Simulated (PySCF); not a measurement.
**C4H11BO2: electronic excitations**

Aim: predict the electronic excitations of C4H11BO2 (`O[BH2-][O+]1CCCC1`).

Computed with PySCF 2.14.0, with density-fitted response routines of our own, on a single molecule in the gas phase. Atoms are numbered from 0 throughout.

## Step 1: The molecule as given

18 atoms, charge 0, multiplicity 1; geometry from: GFN2-xTB.

Bonds of the start (Å): O0–B1 1.37, B1–O2 1.97, O2–C3 1.43, C3–C4 1.54, C4–C5 1.53, C5–C6 1.53, C6–O2 1.42, O0–H7 0.96, B1–H8 1.18, B1–H9 1.19, C3–H10 1.09, C3–H11 1.09, C4–H12 1.09, C4–H13 1.09, C5–H14 1.09, C5–H15 1.09, C6–H16 1.10, C6–H17 1.09.

## Step 2: TDDFT and polarisability: B3LYP/def2-SVPD

The job: settings as JSON, then the geometry in Å.

```
{"job": {"kind": "uv", "xc": "B3LYP", "basis": "def2-SVPD", "nstates": 8, "ntriplets": 3}, "charge": 0, "multiplicity": 1}
O      2.072943     1.398589     0.564227
B      2.199023     0.584659    -0.533550
O      0.401013    -0.218354    -0.667270
C     -0.591497     0.807351    -0.678391
C     -1.811328     0.264568     0.086978
C     -1.425538    -1.186427     0.389251
C      0.097401    -1.099346     0.399857
H      2.300374     0.982680     1.394917
H      2.146337     1.149661    -1.564204
H      2.800007    -0.434131    -0.454060
H     -0.807135     1.022795    -1.726755
H     -0.182465     1.706028    -0.206065
H     -1.957482     0.821012     1.012388
H     -2.723163     0.332938    -0.501889
H     -1.751833    -1.845789    -0.415163
H     -1.830751    -1.548244     1.331233
H      0.452436    -0.686920     1.354469
H      0.602899    -2.044753     0.202369
```

With the program's defaults for keys left out, this is: TDDFT B3LYP/def2-SVPD, vertical, gas phase, core orbitals frozen in the response.

Launch:

```bash
$ OMP_NUM_THREADS=1 python probes_run.py task.json out
```

The driver reads the jobs from task.json and runs them one after another.

Output:

```text
coarse grid: 14424 points
cycle   1  E = -333.9455112744  dE =  6.714e-01  |g| = 7.937e-01  |ddm| = 6.816e+00
cycle   2  E = -333.7416094788  dE =  2.039e-01  |g| = 1.304e+00  |ddm| = 2.489e+00
cycle   3  E = -334.0706255791  dE = -3.290e-01  |g| = 1.050e-01  |ddm| = 1.442e+00
cycle   4  E = -334.0726760863  dE = -2.051e-03  |g| = 4.274e-02  |ddm| = 2.198e-01
cycle   5  E = -334.0730870907  dE = -4.110e-04  |g| = 1.319e-02  |ddm| = 7.433e-02
cycle   6  E = -334.0731205905  dE = -3.350e-05  |g| = 4.632e-03  |ddm| = 2.479e-02
cycle   7  E = -334.0731245340  dE = -3.944e-06  |g| = 9.739e-04  |ddm| = 5.771e-03
final grid: 137552 points
cycle   8  E = -334.1466540278  dE = -7.067e-05  |g| = 7.029e-03  |ddm| = 1.626e-01
cycle   9  E = -334.1466429961  dE =  1.103e-05  |g| = 1.029e-02  |ddm| = 2.189e-02
cycle  10  E = -334.1466652300  dE = -2.223e-05  |g| = 1.129e-03  |ddm| = 1.286e-02
cycle  11  E = -334.1466654849  dE = -2.550e-07  |g| = 3.250e-04  |ddm| = 1.700e-03
cycle  12  E = -334.1466655065  dE = -2.154e-08  |g| = 5.735e-05  |ddm| = 6.336e-04
cycle  13  E = -334.1466655072  dE = -7.183e-10  |g| = 1.722e-05  |ddm| = 1.708e-04
converged SCF energy = -334.1466655072

Static polarisability (au): isotropic 71.693, principal 64.310 71.651 79.118

Singlet excitations
state   eV       nm        f      main configurations
  1   6.8647    180.6   0.00120   H->L 0.86, H->L+1 0.12
  2   7.1487    173.4   0.01742   H-1->L 0.96
  3   7.3874    167.8   0.00104   H->L+1 0.82, H->L 0.11
  4   7.5254    164.8   0.00422   H-1->L+1 0.84, H-2->L 0.11
  5   7.8225    158.5   0.01224   H->L+4 0.40, H->L+3 0.23, H-2->L 0.17
  6   7.8562    157.8   0.02510   H-2->L 0.58, H-1->L+1 0.10, H->L+4 0.10
  7   8.0086    154.8   0.02198   H->L+3 0.62, H->L+2 0.24
  8   8.0463    154.1   0.00837   H->L+2 0.48, H->L+4 0.27, H-1->L+2 0.10

Triplet excitations (Tamm-Dancoff, eV): 6.7199 7.0050 7.2009
```

Wall time 3 min (1 thread of Intel Xeon at 2.50GHz, shared host); peak memory 0.87 GiB.

The orbitals next to the gap, with their largest atomic shares:

| orbital | eV | atoms |
| --- | --- | --- |
| HOMO−3 | -9.56 | C5 20 %, C4 17 %, H14 12 % |
| HOMO−2 | -8.68 | O0 41 %, O2 17 %, B1 9 % |
| HOMO−1 | -7.97 | O2 48 %, O0 14 %, C3 7 % |
| HOMO | -7.68 | B1 32 %, O0 25 %, H9 18 % |
| LUMO | 0.07 | B1 14 %, O0 13 %, H16 10 % |
| LUMO+1 | 0.46 | O0 14 %, H14 10 %, H7 10 % |
| LUMO+2 | 0.99 | H13 9 %, H15 9 %, C4 9 % |

With each of the 8 states as a Gaussian band of 0.4 eV half-width at 1/e, the curve within the window shown has maxima at 157 nm (ε 2,700) L/(mol cm). Beyond the last state computed it falls off for lack of states. The curve at chosen wavelengths:

```
 nm  ε (L/mol/cm)
149           948
151          1509
153          2080
155          2514
157          2701
159          2617
161          2329
163          1955
165          1601
167          1331
169          1154
171          1042
173           957
174           914
176           815
178           697
180           567
182           438
184           321
186           224
188           150
190            96
192            60
194            36
196            21
198            12
```

Leading natural transition orbitals of singlet state 6: the hole lies on O0 35 %; O2 20 %; H11 7 %; the particle on H7 40 %; H16 19 %; O0 8 %.

Leading natural transition orbitals of singlet state 1: the hole lies on H8, H9 about 29 % each; O0 23 %; B1 12 %; the particle on H7 39 %; H16 17 %; O0 8 %.

Ground-state properties from the same run:

| property | computed |
| --- | --- |
| dipole moment (D) | 4.13 |
| polarisability (Å³) | 10.62 |
| HOMO–LUMO gap (eV) | 7.74 |
| −ε(HOMO) (eV) | 7.68 |

Orbitals, density, ELF and potential are computed afterwards from the orbital file.

Frontier orbitals at B3LYP/def2-SVPD, with the share of their density that lies nearest to each atom:

| orbital | energy (eV) | lies on |
| --- | --- | --- |
| HOMO | -7.68 | H8, H9 about 30 % each; O0 21 %; B1 12 % |
| LUMO | 0.06 | H7 22 %; H16 16 %; H12, H15, H17 about 9 % each |

ELF in a plane through or near 6 of the atoms.

Ten even steps from ' ' (0.00) to '@' (1.00):
```
                                                        
                                                        
                                                        
                          ::====..                      
            ....        ==%%@@@@**                      
        ++%%@@@@%%      ##@@@@@@@@..  ..++**::          
      ::%%@@@@@@@@==    ++@@@@@@%%..  ==%%%%**::        
      --@@@@@@@@@@##..  ::++%%%%++    ++%%%%++..        
      ..##@@@@@@@@++..==++**==::..  ........            
        ::==####++::::%%****##--    ....                
        ::==##**++..--%%****##--  ::**%%##++            
      ::##@@@@@@@@--..==****==::..**@@@@@@@@==          
      ==@@@@@@@@@@++    ::==**++::==%%@@@@%%--          
      --@@@@@@@@@@::  ..%%@@@@@@::..--####==..          
        ++%%@@@@**    ==@@@@@@@@==    ....              
            ....      --@@@@@@@@--                      
                        ++####++                        
                                                        
                                                        
                                                        
```
The map spans 10.4 Å across and 9.2 Å up, centred on the molecule. Atoms in the plane (x, y in Å): O2 (-0.4, 0.0), H8 (-2.5, 1.0), H9 (-2.6, -1.0), H10 (0.3, 1.9), H14 (2.2, -0.8), H17 (0.0, -2.0).

log10 of the density (e/Å³) in the same plane.

Ten even steps from ' ' (-4.0) to '@' (0.7):
```
                                                        
                                                        
                      ..::::::::::....                  
        ....::::::..::::--======----::......            
      ..::::------------==++****++==------::::..        
    ..::--==++++++======**##%%%%##++========--::..      
  ..::--==++******++++++**##@@%%##**++++++++==--::      
  ..::==++**%%%%##**++++####%%%%##********++==--::      
  ..::==++**%%%%%%##**##%%%%%%##********++++==--::      
  ..::==++**##%%######%%@@@@%%##********++++==--::      
  ..::==++**##########%%@@@@%%##**########**==--::      
  ::::==++**%%%%##****##%%%%%%######%%%%%%**++==::..    
  ..::==++**##%%##**++++##############%%##**++==::..    
  ..::--==++******++==++##%%%%##**********++==--::      
  ....::--==++++======++##%%%%##**++++++====--::..      
      ..::::----------==++****++==------::::....        
        ......::..::::--========--::::......            
                    ....::::::::::....                  
                                                        
                                                        
```
The map spans 10.4 Å across and 9.2 Å up, centred on the molecule. Atoms in the plane (x, y in Å): O2 (-0.4, 0.0), H8 (-2.5, 1.0), H9 (-2.6, -1.0), H10 (0.3, 1.9), H14 (2.2, -0.8), H17 (0.0, -2.0).

On the surface of density 0.002 e/bohr³ the electrostatic potential runs, from the 1st to the 99th percentile, from -1.63 V near O0 to 1.77 V near H7.

## Step 3: What came out

| quantity | value |
| --- | --- |
| lowest singlet (B3LYP/def2-SVPD) | 6.86 eV (181 nm), f = 0.001 |
| brightest single state of those computed | state 6, 7.86 eV, f = 0.025 |
| lowest triplet | 6.72 eV |
| surface potential, 1st and 99th percentile | -1.63 V and 1.77 V |

**Reading.** The first singlet state (HOMO→LUMO 0.86, HOMO→LUMO+1 0.12) lies at 6.86 eV and is weak; of the 8 states computed, the strongest absorption comes from state 6 at 7.86 eV. The lowest triplet lies 0.14 eV below the lowest singlet (triplets in Tamm-Dancoff, singlets in full TDDFT). States above −ε(HOMO) lie where TDDFT describes them poorly and they hang on the basis; the brightest is among them.
